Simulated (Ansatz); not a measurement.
Set up this calculation in Ansatz 0.2.0, as the native input.

```yaml
Task: elastic constants
Functional: PBE
Potentials_or_basis: all-electron LAPW, scalar-relativistic
Cutoff: 262 eV (chosen from the basis error)
Basis_error_allowed: 0.002 eV/atom
k_mesh: 6 × 6 × 6
Occupations: fermi-dirac, width 0.05 eV
Spin: no spin polarisation
```

The system is GaF.

```
Ga F
1.0
     0.00000    2.84624    2.84624
     2.84624    0.00000    2.84624
     2.84624    2.84624    0.00000
Ga F
1 1
Direct
  0.25000 0.25000 0.25000
  0.00000 0.00000 0.00000
```

The cell was built by a generator and needn't be a form met in nature.

The input as run:

input.yaml

```yaml
crystal:
  lattice:
    - [0.0, 2.84624, 2.84624]
    - [2.84624, 0.0, 2.84624]
    - [2.84624, 2.84624, 0.0]
  atoms:
    - { symbol: Ga, position: [0.25, 0.25, 0.25] }
    - { symbol: F, position: [0.0, 0.0, 0.0] }
kpoints:
  mp_grid: { grid: [6, 6, 6] }
scf:
  occupations: { method: fermi_dirac, width: 0.05 }
hamiltonian:
  xc: pbe
  pseudopotentials: { kind: all_electron, lapw: { basis_error: 0.002 } }
output:
  forces: true
  stress: true
elastic:
  mode: clamped_ion
  stencil: two_point
```

Potentials or basis: all-electron LAPW, scalar-relativistic.

Run with:

```console
$ ansatz run input.yaml --threads 1 --pin off --max-ram 3072MiB --backend cpu --events-out ev --progress --plain --runs-dir out
```

Results of the run:

The pressure is 0.0 GPa. The band gap on the k mesh is 2.27 eV, indirect (least direct gap 2.28 eV). The clamped-ion elastic constants C11, C12, C44 are 27, 26, -6 GPa. The voigt bulk modulus is 26 GPa.

Caveat: the elastic tensor has a negative eigenvalue, so either the cell is unstable as it stands or the mesh is too thin.

It took 74 s on 1 thread of Intel(R) Xeon(R) Processor @ 2.50GHz (Skylake/Cascade Lake), with other jobs on the host, peak memory 0.32 GiB.
